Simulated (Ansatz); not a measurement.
# H9N2Si3: the cost of one run

Computed with Ansatz 0.2.0, Gaussian basis. Level: PBE0-D4/def2-TZVP structures, single points in def2-TZVPP, no counterpoise correction.

Levels: SPW92, PBE-D4, BLYP-D4, r2SCAN-D4, B97M-V, PBE0-D4, B3LYP-D4, r2SCAN0-D4, BHLYP-D4, CAM-B3LYP-D4, wB97X-V, wB97M-V, B2PLYP, PBE-QIDH, RPA on PBE, Hartree-Fock, MP2, CCSD, CCSD(T).

Correlated methods freeze the cores. Orbitals are unrestricted. B3LYP uses VWN-RPA correlation. B2PLYP carries no dispersion term here.

94 further runs of the same task are left out: 94 set aside as unsound or not needed.

### 1 Starting geometry

The complex: 16 atoms, charge 0, spin multiplicity 2.

Atoms are counted from 1 here; the program's logs count them from 0.

Bond lengths: Si1–N2 1.757 Å, Si1–N4 1.717 Å, Si1–H6 1.496 Å, N2–Si3 1.758 Å, N2–H9 1.013 Å, Si3–H10 1.485 Å, Si3–H11 1.487 Å, Si3–H12 1.482 Å, N4–Si5 1.734 Å, N4–H13 1.015 Å, Si5–H14 1.483 Å, Si5–H15 1.487 Å, Si5–H16 1.487 Å, H7–Cl8 1.328 Å. Angles: N2–Si1–N4 105.4°, N2–Si1–H6 112.7°, N4–Si1–H6 106.3°, Si1–N2–Si3 120.7°, Si1–N2–H9 114.8°, Si3–N2–H9 114.5°, N2–Si3–H10 107.4°, N2–Si3–H11 110.9°, N2–Si3–H12 109.7°, H10–Si3–H11 109.8°, H10–Si3–H12 110.1°, H11–Si3–H12 109.0°, Si1–N4–Si5 129.0°, Si1–N4–H13 114.2°, Si5–N4–H13 116.0°, N4–Si5–H14 107.2°, N4–Si5–H15 112.0°, N4–Si5–H16 110.4° and more.

As a file:

```
Si    0.23292   -0.33680    1.41289
N     1.47777   -0.82977    0.27526
Si    1.05513   -1.33870   -1.35319
N    -0.68540    0.86030    0.59365
Si   -2.40576    1.06442    0.53233
H    -0.71831   -1.44270    1.74444
H     2.22359    0.79626   -0.01214
Cl    2.57777    2.06009   -0.21235
H     2.25235   -1.33679    0.68554
H     2.17751   -2.16625   -1.86412
H    -0.19814   -2.13808   -1.35141
H     0.86628   -0.14904   -2.21590
H    -0.13237    1.62608    0.22220
H    -3.01225   -0.14880    1.13228
H    -2.85041    2.26670    1.28621
H    -2.86067    1.21309   -0.87560
```

Its parts: Si3N2H9 radical holds atoms 1, 2, 3, 4, 5, 6, 9, 10, 11, 12, 13, 14, 15, 16; HCl holds atoms 7, 8. Each part counts its atoms afresh in its own runs.

### 2 Relaxing Si3N2H9 radical alone

Input file relax-a/in.yaml:

```yaml
crystal:
  periodic: [false, false, false]
  atoms:
    - {symbol: Si, position_ang: [0.232923, -0.336802, 1.412893]}
    - {symbol: N, position_ang: [1.477773, -0.829768, 0.275264]}
    - {symbol: Si, position_ang: [1.055127, -1.338698, -1.353193]}
    - {symbol: N, position_ang: [-0.685403, 0.860301, 0.593650]}
    - {symbol: Si, position_ang: [-2.405760, 1.064416, 0.532325]}
    - {symbol: H, position_ang: [-0.718308, -1.442703, 1.744444]}
    - {symbol: H, position_ang: [2.252351, -1.336792, 0.685545]}
    - {symbol: H, position_ang: [2.177505, -2.166246, -1.864116]}
    - {symbol: H, position_ang: [-0.198138, -2.138078, -1.351413]}
    - {symbol: H, position_ang: [0.866276, -0.149035, -2.215897]}
    - {symbol: H, position_ang: [-0.132372, 1.626079, 0.222197]}
    - {symbol: H, position_ang: [-3.012246, -0.148801, 1.132276]}
    - {symbol: H, position_ang: [-2.850409, 2.266697, 1.286214]}
    - {symbol: H, position_ang: [-2.860673, 1.213086, -0.875595]}
basis:
  gaussian: {orbitals: def2-TZVP}
magnetization: {spin_polarized: true, initial_magnetization: 1}
hamiltonian: {xc: pbe0, dispersion: d4}
relax: {f_tol: 0.005, max_steps: 200}
```

Command:

```sh
$ ansatz run in.yaml --threads 4 --pin off --events-out ev --progress --plain --max-ram 66560MiB --backend cuda --devices 0, --max-vram 37GiB
```

Q: Estimate wall time and peak memory on 1 × a share of an NVIDIA H100 with 4 threads of AMD EPYC 7R13, shared host.

About 37 s, with a peak of 0.93 GiB on the host.
